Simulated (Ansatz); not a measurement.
ScBe5, space group P6/mmm, a scan of one input key

Computed with Ansatz 0.2.0 through its Python package.

Typed at the interpreter:
```pycon
>>> from dataclasses import dataclass
>>> import warnings
>>> import ansatz as az
>>> @dataclass
... class Options:
...     smearing: str = 'Marzari-Vanderbilt'
...     smearing_width: float = 0.05
...     xc: str = 'r2scan'
...
>>> cfg = Options()
>>> warnings.simplefilter('ignore', az.DeckWarning)
>>> system = (
...     az.Lattice.of((4.53656049, 0.0, 0.0), (-2.26828025, 3.92877663, 0.0), (0.0, 0.0, 3.53031121))
...     .atom('Sc', (0.0, 0.0, 0.0))
...     .atom('Be', (1 / 3, 2 / 3, 0.0))
...     .atom('Be', (2 / 3, 1 / 3, 0.0))
...     .atom('Be', (0.5, 0.0, 0.5))
...     .atom('Be', (0.5, 0.5, 0.5))
...     .atom('Be', (0.0, 0.5, 0.5))
... )
>>> system.resolved().sites[-1]
Site(symbol='Be', position=(0.0, 0.5, 0.5), moment=None, axis=None, held=None, saved=None)
>>> calculation = (
...     system.calculation()
...     .occupations(cfg.smearing, width=cfg.smearing_width)
...     .kpoints(7)
...     .functional(cfg.xc)
...     .band_table()
... )
>>> typed = calculation.input()
>>> rows = []
>>> for value in [0.0001, 1e-06, 1e-08]:
...     edited = typed.set(az.key.scf.convergence.dr2_threshold, value)
...     rep = az.Session.from_dict(edited).plan().execute().report
...     rows.append((value, rep['free_energy_ev'], rep['n_iterations'], len(rep['eigenvalues_ev'][0]) if 'eigenvalues_ev' in rep else 0))
...
>>> print('  threshold eV            F eV      iterations    bands listed')
  threshold eV            F eV      iterations    bands listed
>>> for row in rows:
...     print(f'{str(row[0]):>14s}  {row[1]:14.5f}  {row[2]:14d}  {row[3]:14d}')
...
        0.0001     -2608.53012               5              17
         1e-06     -2608.53012               6              17
         1e-08     -2608.53012               8              17
>>> print(edited.to_yaml())
crystal:
  lattice:
    - [4.53656049, 0.0, 0.0]
    - [-2.26828025, 3.92877663, 0.0]
    - [0.0, 0.0, 3.53031121]
  atoms:
    - { symbol: Sc, position: [0.0, 0.0, 0.0] }
    - { symbol: Be, position: [0.3333333333333333, 0.6666666666666666, 0.0] }
    - { symbol: Be, position: [0.6666666666666666, 0.3333333333333333, 0.0] }
    - { symbol: Be, position: [0.5, 0.0, 0.5] }
    - { symbol: Be, position: [0.5, 0.5, 0.5] }
    - { symbol: Be, position: [0.0, 0.5, 0.5] }
kpoints:
  mp_grid:
    grid: [7, 7, 7]
hamiltonian:
  xc: r2scan
scf:
  occupations:
    method: cold
    width: 0.05
  convergence:
    dr2_threshold: 1.0e-08
output:
  eigenvalues: true
```

What to keep in mind:
- Total energies depend on the potentials; only differences at equal settings carry meaning. A total without «per atom» is that of the whole cell that was run.
- For a metal this k-point mesh is coarse: on a finer one energies can move by several to tens of meV an atom and pressures by half a GPa or more, differences at one mesh by less.
- This cell is a computed structure, which may not be the phase found in nature.
- Finished in 20 s on 1 thread of Arm Neoverse V1, with other jobs on the host, peak memory 0.5 GiB.
